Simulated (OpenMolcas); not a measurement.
**C2H5ClSi (SMILES ClC1C[SiH2]1): CCSD(T)/def2-SVP**

We compute a single-point energy of C2H5ClSi. 

Program for the calculation: OpenMolcas 26.06.

## Step 1: The structure to begin with

The species is C2H5ClSi (9 atoms), meant as a singlet with charge 0. SMILES: `ClC1C[SiH2]1`. The C2–H5 distance was set to 1.410 Å, away from the relaxed value.

Bond lengths: Cl1–C2 1.761 Å, C2–C3 1.532 Å, C2–Si4 1.855 Å, C3–Si4 1.853 Å, C3–H6 1.086 Å, C3–H7 1.085 Å, Si4–H8 1.475 Å, Si4–H9 1.478 Å. Some angles: Cl1–C2–C3 117.2°, Cl1–C2–Si4 122.4°, C3–C2–Si4 65.5°, C2–C3–Si4 65.7°, C2–Si4–C3 48.8°, C2–C3–H6 115.0°, C2–C3–H7 116.2°, Si4–C3–H6 116.3°, Si4–C3–H7 122.5°, C2–Si4–H8 118.2°. A long bond or contact: C2–H5 1.410 Å.

## Step 2: A single-point energy at CCSD(T)/def2-SVP

File mol.inp:

```
&GATEWAY
  BasLib=$CurrDir
  Coord
  9
  angstrom
  Cl      -0.473113      -0.711503      -2.246921
  C       -0.305513       0.078597      -0.682521
  C        1.067487       0.010197      -0.006921
  Si      -0.280413      -0.870003       0.911279
  H       -0.899600       1.356600      -0.714500
  H        1.796387      -0.617203      -0.510821
  H        1.482787       0.953997       0.331479
  H       -0.315713      -2.343003       0.846079
  H       -0.886813      -0.263103       2.114679
  Basis=def2-SVP
  Group=NoSym

&SEWARD

&SCF
  Thresholds=1e-10 1e-07 1e-07 1e-05
  PrOrbitals=0

&RASSCF
  FileOrb=$Project.ScfOrb
  Spin=1
  Nactel=0 0 0
  Inactive=24
  Ras2=0
  OutOrbitals=Canonical
  OrbListing=NoCore

&MOTRA
  JobIph
  Frozen=12

&CCSDT
  CCT
  Triples=2
  Iterations=80
  Accuracy=1e-08
  Extrapolation=5 4
```

The basis set def2-SVP is read from a file made from the Basis Set Exchange's data (not shown).

Command:

```bash
$ export MOLCAS_MEM=1860
$ pymolcas mol.inp > mol.log
```

Output:

```text
--- Start Module: gateway ---
[...]
--- Stop Module: gateway /rc=_RC_ALL_IS_WELL_ ---
[...]
      Basis functions           89
[...]
       Convergence after  13 Iterations
[...]
::    Total SCF energy                               -826.6834307856
[...]
      Total spin, S                                     0.0000000000
[...]
      Number of active orbitals                  0
[...]
      Spin quantum number                      0.0
[...]
      Active orbitals                            0
[...]
      Number of CSFs                             1
[...]
      Number of root(s) required                 1
[...]
      Convergence after  4 iterations
[...]
      Natural orbitals and occupation numbers for root  1
      ************************************************************************************************************************
      *                                                    Final results                                                     *
      ************************************************************************************************************************
[...]
::    RASSCF root number  1 Total energy:   -826.68343079
[...]
      Total electronic charge=   48.000000
      Total            charge=   -0.000000
[...]
      Dipole Moment (debye):
      Origin of the operator (angstrom)=   -0.1528   -0.5335   -0.6443
                   X=  3.5425E-01               Y=  2.2983E-01               Z=  2.2198E+00           Total=  2.2596E+00
      Quadrupole Moment (debye*angstrom):
[...]
--- Start Module: motra ---
[...]
      *** WARNING: Default frozen orbitals is overwritten by user input.
      *** Default values:   9
[...]
--- Stop Module: motra /rc=_RC_ALL_IS_WELL_ ---
--- Start Module: ccsdt ---
[...]
      Convergence after                    16  Iterations
      Total energy (diff) :    -827.24927270       0.00000000
[...]
 METHOD                       : CCSD+T(CCSD)+<T3(1)WT1> = CCSD(T)
[...]
       CCSD     =      -827.2492727035359
[...]
--- Stop Module: ccsdt /rc=_RC_ALL_IS_WELL_ ---
[...]
```

It took 40 s on 1 thread of Intel Xeon 6975P-C (Granite Rapids), shared host; peak memory 0.48 GiB.

## Step 3: Results

At CCSD(T)/def2-SVP, 12 core orbitals frozen:

```
                                    quantity          value
                                total energy  -827.26770 Eh
          dipole moment (mean-field density)         2.26 D
         HOMO energy (Hartree–Fock orbitals)       -9.60 eV
         LUMO energy (Hartree–Fock orbitals)        3.37 eV
       HOMO–LUMO gap (Hartree–Fock orbitals)       12.97 eV
correlation energy (12 core orbitals frozen)     -584.3 mEh
                              (T) correction     -18.43 mEh
```

In words: Mulliken charges of the mean-field density run from -0.31 on C2 to +0.63 on Si4; they depend strongly on the basis. The triples make up 3.2 % of the correlation energy.
